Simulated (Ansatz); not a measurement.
Below is the output of a Python script on the Ansatz DFT code, driven from Python that makes a ladder of methods at one geometry of C2H7FOSi, SMILES C[SiH2]C(O)F. Write a script that gives it. Settings (for the species named): r2SCAN, cc-pVDZ basis, multiplicity 1. The script varies functional: r2scan, revpbe, lc_wpbe, r2scan0, pbe0.

```xyz
12

C    -1.2960   -0.5468   -0.9370
Si   -0.1389   -0.8389    0.4151
C     0.9804    0.6067    0.6763
O     1.8660    1.0674   -0.4135
F     0.2762    1.6859    1.0266
H    -0.8280   -0.2992   -1.8965
H    -1.9885   -1.3515   -1.0915
H    -1.9208    0.3917   -0.7298
H     0.6381   -2.0527    0.1320
H    -0.8874   -1.1441    1.6866
H     1.6865    0.3958    1.5390
H     1.6893    2.0304   -0.3732
```

Output of `python run_methods.py`:
```text
functional    E (Ha)        dipole (D)   HOMO (eV)  LUMO (eV)
r2scan        -544.805295     0.953      -6.093      0.691
revpbe        -544.812464     0.967      -5.641      0.411
lc_wpbe       -544.723812     0.927     -10.203      3.518
r2scan0       -544.773411     0.920      -7.681      1.450
pbe0          -544.567112     0.923      -7.408      1.209
```

One script that gives this output:

Script `run_methods.py`:
```python
'''One geometry of C2H7FOSi, method by method.'''

from pathlib import Path

import ansatz as az
import numpy as np

mol = (
    az.Crystal.molecule()
    .atom('C', (-1.296, -0.5468, -0.937))
    .atom('Si', (-0.1389, -0.8389, 0.4151))
    .atom('C', (0.9804, 0.6067, 0.6763))
    .atom('O', (1.866, 1.0674, -0.4135))
    .atom('F', (0.2762, 1.6859, 1.0266))
    .atom('H', (-0.828, -0.2992, -1.8965))
    .atom('H', (-1.9885, -1.3515, -1.0915))
    .atom('H', (-1.9208, 0.3917, -0.7298))
    .atom('H', (0.6381, -2.0527, 0.132))
    .atom('H', (-0.8874, -1.1441, 1.6866))
    .atom('H', (1.6865, 0.3958, 1.539))
    .atom('H', (1.6893, 2.0304, -0.3732))
)

job = mol.calculation().basis(gaussian='cc-pVDZ')

print('functional    E (Ha)        dipole (D)   HOMO (eV)  LUMO (eV)')
for name in ['r2scan', 'revpbe', 'lc_wpbe', 'r2scan0', 'pbe0']:
    summary = job.functional(name).forces().orbitals().run(runs_dir='runs').report
    lines = Path(summary['orbitals_path']).read_text().splitlines()
    field_of = lambda key: [line.split('=')[1].strip() for line in lines if line.startswith(key)]
    orbitals = [(27.211386 * float(e), s, float(n)) for e, s, n in zip(field_of('Ene='), field_of('Spin='), field_of('Occup='))]
    homo = max(e for e, _, n in orbitals if n > 0.5)
    lumo = min(e for e, _, n in orbitals if n < 0.5)
    dipole = 4.803205 * np.linalg.norm(summary['charge_distribution']['dipole_moment_e_ang'])
    print(f'{name:10s} {summary["free_energy_ev"] / 27.211386246:14.6f} {dipole:9.3f} {homo:11.3f} {lumo:10.3f}')
```

Caveats:
- Total energies depend on the basis set; only differences at equal settings carry meaning.
- The geometry is a force-field or estimated start, not a minimum of this method, and the basis set is short of its limit. A lower total doesn't mark the better method: functionals have no common bound, and MP2 and coupled cluster aren't variational.
- Levels such as HOMO and LUMO are orbital energies: with these approximate functionals they aren't the ionisation energy and electron affinity, and their gap isn't the fundamental gap.
- For Al to Cl the sets with a tight d function, cc-pV(X+d)Z, are usual.
- Hardware and time: 31 s on 1 thread of Arm Neoverse V1, with other jobs on the host, peak memory 0.31 GiB.
